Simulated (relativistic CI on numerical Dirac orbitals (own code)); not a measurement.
# Fe⁺: resonant inelastic X-ray scattering at the M2,3 edge

Aim: the energy losses and their intensities at the absorption maxima, by the Kramers-Heisenberg formula, for 6 crystal fields.

Method: Dirac-Coulomb-Breit CI, KLI orbitals optimised for each configuration, model QED (radiative potential, 1s self-energy scaled to tabulated hydrogen-like ionisation energies), valence Slater integrals scaled by 0.8, Kramers-Heisenberg scattering through one core-hole configuration in a parametric crystal field. Code: relativistic CI on numerical Dirac orbitals (own code) version 3.

## 1. Starting point

| Item | Value |
| --- | --- |
| ion | Fe⁺ (Fe II) |
| nuclear charge | 26 |
| electrons | 25 |
| configurations | [Ar] 3d7 → [Ne] 3s2 3p5 3d8 |
| temperature | 300 K |
| core-hole width | 0.8 eV |
| field 1 (cm⁻¹) | D3d, 10Dq = 12600, Dsigma = 280, Dtau = 200 |
| field 2 (cm⁻¹) | D3d, 10Dq = 12100, Dsigma = -410, Dtau = 300 |
| field 3 (cm⁻¹) | D3d, 10Dq = 18650, Dsigma = 590, Dtau = 290 |
| field 4 (cm⁻¹) | D4h, 10Dq = 5000, Ds = -790, Dt = 490 |
| field 5 (cm⁻¹) | D3d, 10Dq = 4500, Dsigma = -570, Dtau = -420 |
| field 6 (cm⁻¹) | D4h, 10Dq = 13850, Ds = 1410, Dt = -620 |

## 2. Field 1: D3d, 10Dq = 12600, Dsigma = 280, Dtau = 200

Settings, as recorded:

```ini
atom Fe  Z=26  charge=1  electrons=25
nucleus A=56  rms_radius_fm=3.7377
hamiltonian dirac-coulomb  breit=on  qed=on  c_scale=1
orbitals kli  potential=per-configuration
slater_scale 0.8
correlation none
mixing on
configurations
  [Ar] 3d7
  [Ne] 3s2 3p5 3d8
end
rixs M2,3 T=300 core_hole_width=0.8
crystal_field D3d 10Dq=12600 Dsigma=280 Dtau=200
```

Run with:

```
$ python run_levels.py task.json out
```

The settings of every run stand in task.json; they run in order.

## 3. Field 2: D3d, 10Dq = 12100, Dsigma = -410, Dtau = 300

Changes to the settings of step 2:

```diff
@@ -12,2 +12,2 @@
 rixs M2,3 T=300 core_hole_width=0.8
-crystal_field D3d 10Dq=12600 Dsigma=280 Dtau=200
+crystal_field D3d 10Dq=12100 Dsigma=-410 Dtau=300
```

## 4. Field 3: D3d, 10Dq = 18650, Dsigma = 590, Dtau = 290

Changes to the settings of step 3:

```diff
@@ -12,2 +12,2 @@
 rixs M2,3 T=300 core_hole_width=0.8
-crystal_field D3d 10Dq=12100 Dsigma=-410 Dtau=300
+crystal_field D3d 10Dq=18650 Dsigma=590 Dtau=290
```

## 5. Field 4: D4h, 10Dq = 5000, Ds = -790, Dt = 490

Changes to the settings of step 4:

```diff
@@ -12,2 +12,2 @@
 rixs M2,3 T=300 core_hole_width=0.8
-crystal_field D3d 10Dq=18650 Dsigma=590 Dtau=290
+crystal_field D4h 10Dq=5000 Ds=-790 Dt=490
```

## 6. Field 5: D3d, 10Dq = 4500, Dsigma = -570, Dtau = -420

Changes to the settings of step 5:

```diff
@@ -12,2 +12,2 @@
 rixs M2,3 T=300 core_hole_width=0.8
-crystal_field D4h 10Dq=5000 Ds=-790 Dt=490
+crystal_field D3d 10Dq=4500 Dsigma=-570 Dtau=-420
```

## 7. Field 6: D4h, 10Dq = 13850, Ds = 1410, Dt = -620

Changes to the settings of step 6:

```diff
@@ -12,2 +12,2 @@
 rixs M2,3 T=300 core_hole_width=0.8
-crystal_field D3d 10Dq=4500 Dsigma=-570 Dtau=-420
+crystal_field D4h 10Dq=13850 Ds=1410 Dt=-620
```

(Steps that only read results are left out.)

Q: Predict the outcome of this session. Wanted: incident energies, field 1.

The runs gave:

| field | S, thermal mean | first incident energy (eV) | lowest loss over 0.08 eV (eV) | strongest such loss there (eV) | its level |
| --- | --- | --- | --- | --- | --- |
| 1: D3d | 1.50 | 58.5 | 0.281 | 0.281 | G56, S = 1.3 |
| 2: D3d | 1.50 | 58.4 | 0.254 | 0.254 | G56, S = 1.4 |
| 3: D3d | 0.52 | 59.0 | 0.392 | 2.200 | G4, S = 0.5 |
| 4: D4h | 1.50 | 57.8 | 0.104 | 0.592 | G7, S = 1.5 |
| 5: D3d | 1.50 | 58.2 | 0.464 | 0.770 | G4, S = 1.5 |
| 6: D4h | 1.47 | 58.9 | 0.171 | 0.848 | G6, S = 1.5 |

```
                            quantity          value
          incident energies, field 1  58.5, 61.6 eV
strongest loss over 0.08 eV, field 1        0.28 eV
```

In field 1 the strongest loss over 0.08 eV at the first resonance is 0.28 eV (G56, S = 1.3). Spin-orbit coupling in the valence shell mixes spin states, so S is only an average. The ground spin differs between the fields. The first incident energy is the lowest absorption maximum of each field and need not be the same resonance in all. Only the lowest levels kept in the record count, and labels are spin-orbit irreps. Polarisations are summed, and charge-transfer losses are outside the model.
